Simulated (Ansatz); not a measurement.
In3Se under changes of volume

One of the cells (27.713 Å³/atom); the others are scaled copies at fixed shape and fractional positions:

```
In Se
1.0
     4.80376    0.00000    0.00000
     0.00000    4.80376    0.00000
     0.00000    0.00000    4.80376
In Se
3 1
Direct
  0.50000 0.50000 0.00000
  0.50000 0.00000 0.50000
  0.00000 0.50000 0.50000
  0.00000 0.00000 0.00000
```

The cell comes from a database or a generator and needn't be the stable form of this composition.

| Property | Result |
| --- | --- |
| Program | Ansatz 0.2.0 |
| Functional | LDA |
| Potentials or basis | Ansatz PAW |
| Cutoff | 420 eV (not typed: the program's choice for these potentials) |
| k mesh | 6 × 6 × 6 |
| Occupations | fermi-dirac, width 0.05 eV |
| Spin | no spin polarisation |

```tsv
volume (Å³/atom)	energy over the lowest point (meV/atom)	pressure (GPa)
26.050	0.00	-2.5
26.604	9.85	-3.2
27.159	21.93	-3.8
27.713	?	?
28.267	51.56	-4.7
28.822	68.67	-5.1
29.376	87.08	-5.5
```

Task: What does the run at 27.713 Å³/atom give?

Result: Energy over the lowest point 35.92 meV/atom; pressure -4.3 GPa.

Worked out: A Birch-Murnaghan fit of order 3 (a polynomial in V^(-2/3)) to the other rows has no minimum within the range. It gives 35.90 meV/atom at 27.713 Å³/atom, against the run's 35.92, and -dE/dV = -4.3 GPa, against -4.3.

Energies are extrapolated to zero smearing.

Caveats: the PAW data sets come from PBE, with cores solved anew for the run's functional, which leaves a small shift of forces and pressure.
